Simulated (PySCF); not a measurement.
# ClFH4Si2: the cost of one run

Programs: PySCF 2.14.0, with density-fitted response routines of our own. Each step states its level of theory. These are calculated values for one molecule in the gas phase, unless marked as measured. Atoms are numbered from 0 throughout.

### Step 1. The molecule as given

8 atoms, charge 0, multiplicity 1; geometry from: PBE0-D3(BJ)/def2-SVP.

Bonds of the start (Å): F0–Si1 1.63, Si1–Si2 2.34, Si2–Cl3 2.08, Si1–H4 1.49, Si1–H5 1.49, Si2–H6 1.49, Si2–H7 1.49.

### Step 2. Ultraviolet spectrum: wB97X-D/def2-SVPD

Job settings and geometry (Å):

```
{"job": {"kind": "uv", "xc": "wB97X-D", "basis": "def2-SVPD", "ip": true}, "charge": 0, "multiplicity": 1}
F     -1.824949    -1.297621    -0.693316
Si    -1.172367    -0.032532     0.103917
Si     1.150564    -0.081875    -0.184278
Cl     1.852760     1.584747     0.845049
H     -1.523159    -0.146828     1.548554
H     -1.740804     1.226811    -0.455934
H      1.546340     0.035063    -1.617106
H      1.771491    -1.305397     0.399352
```

Level: TDDFT wB97X-D/def2-SVPD, vertical, gas phase, core orbitals frozen in the response.

The run is started by

```sh
> OMP_NUM_THREADS=1 python probes_run.py task.json out
```

This one command runs all jobs of the session in turn.

Q: Estimate the wall time and peak memory of this first job on 1 thread of Arm Neoverse N1, shared host.

About 46 s, with a peak of 0.59 GiB.
